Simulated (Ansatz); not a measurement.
Task: harmonic frequencies at the relaxed geometry of BrH3Sn, SMILES [Br][SnH3], with the Python package of Ansatz (0.2.0). Give the script and its output. Use (for the species named): PBE0, def2-SVP basis, multiplicity 1, D3BJ dispersion.

```xyz
5

Br   -2.1641    0.2221    0.8204
Sn    0.1319   -0.0268   -0.0571
H     0.1784    0.4978   -1.7401
H     0.6662   -1.7001    0.0473
H     1.2375    0.9333    0.8881
```

Script `freq.py`:
```python
# -*- coding: utf-8 -*-
"""Harmonic frequencies of BrH3Sn at its relaxed geometry."""

import ansatz as az
from ase import Atoms
from ase.thermochemistry import IdealGasThermo
import numpy as np

molecule = (
    az.Crystal.molecule()
    .atom("Br", [-2.1641, 0.2221, 0.8204])
    .atom("Sn", [0.1319, -0.0268, -0.0571])
    .atom("H", [0.1784, 0.4978, -1.7401])
    .atom("H", [0.6662, -1.7001, 0.0473])
    .atom("H", [1.2375, 0.9333, 0.8881])
)

base = molecule.calculation()
base = base.basis(gaussian="def2-SVP").functional("PBE0", dispersion="d3bj")
symbols = [site.symbol for site in molecule.cartesian_sites]
start = np.array([site.position_ang for site in molecule.cartesian_sites], dtype=float)
report = base.relax(force_tolerance=0.003, max_steps=100).run(threads=1, backend="cpu").report
end = np.array(report["positions_ang"])

print("final positions (A) and the move of each atom")
for symbol, xyz, old in zip(symbols, end, start):
    print(f"{symbol:2s} {xyz[0]:10.5f} {xyz[1]:10.5f} {xyz[2]:10.5f}   {np.linalg.norm(xyz - old):7.4f}")

# frequencies need a stationary point, so they are taken at the relaxed geometry
minimum = az.Crystal.molecule()
for symbol, xyz in zip(symbols, end):
    minimum = minimum.atom(symbol, xyz.tolist())
vibrating = (
    minimum.calculation()
    .basis(gaussian="def2-SVP")
    .functional("PBE0", dispersion="d3bj")
    .phonons(temperatures=(298.15, 498.15, 100))
)
vib = vibrating.run(threads=1, backend="cpu").report["vibrations"]
sums = vib["harmonic_sums"]
modes = [m["omega_inv_cm"] for m in sums["modes_at_gamma"] if m["rigid_motion"] == "no"]
for number, w in enumerate(modes, start=1):
    print(f"mode {number:2d} {w:9.1f} 1/cm {w / 8065.544 * 1000:8.2f} meV")
print("imaginary modes:", sum(w < 0 for w in modes), " zero-point energy:", round(sums["zero_point_energy_ev"], 4), "eV")
# rigid rotor and ideal gas, symmetry number taken as one
gas = IdealGasThermo(vib_energies=[w / 8065.544 for w in modes if w > 0], geometry="linear" if len(modes) == 3 * len(symbols) - 5 else "nonlinear",
                     atoms=Atoms(symbols, positions=end), symmetrynumber=1, spin=0.0)
print(f"H(298 K) - E = {gas.get_enthalpy(298.15, verbose=False):.4f} eV")
print(f"S(298 K, 1 bar) = {96485.33 * gas.get_entropy(298.15, 1e5, verbose=False):.1f} J/(mol K) with symmetry number 1")
```

Output of `python freq.py`:
```text
final positions (A) and the move of each atom
Br   -2.11935    0.20481    0.80828    0.0495
Sn    0.20573   -0.03491   -0.08334    0.0788
H     0.15725    0.49271   -1.70640    0.0401
H     0.60554   -1.68948    0.04937    0.0616
H     1.20073    0.95317    0.89069    0.0419
mode  1     259.7 1/cm    32.20 meV
mode  2     475.3 1/cm    58.93 meV
mode  3     475.4 1/cm    58.94 meV
mode  4     702.8 1/cm    87.13 meV
mode  5     711.1 1/cm    88.17 meV
mode  6     711.4 1/cm    88.20 meV
mode  7    1954.1 1/cm   242.28 meV
mode  8    1965.5 1/cm   243.69 meV
mode  9    1965.6 1/cm   243.70 meV
imaginary modes: 0  zero-point energy: 0.5716 eV
H(298 K) - E = 0.7095 eV
S(298 K, 1 bar) = 296.7 J/(mol K) with symmetry number 1
```

Caveats:
- The frequencies are harmonic and unscaled, in a modest basis. The result belongs to the one conformer reached from this start, and soft torsions count as harmonic oscillators.
- def2 sets replace the cores of elements past krypton by effective core potentials.
- The entropy takes a symmetry number of 1; a symmetric molecule's is lower by R ln(sigma).
- It ran for 81 s on 1 thread of Arm Neoverse V1 (shared host), peak memory 0.25 GiB.

(A comment or docstring line of the script was reworded after the run, the code is as it ran; lines on the test bed's own set-up are left out of the output.)
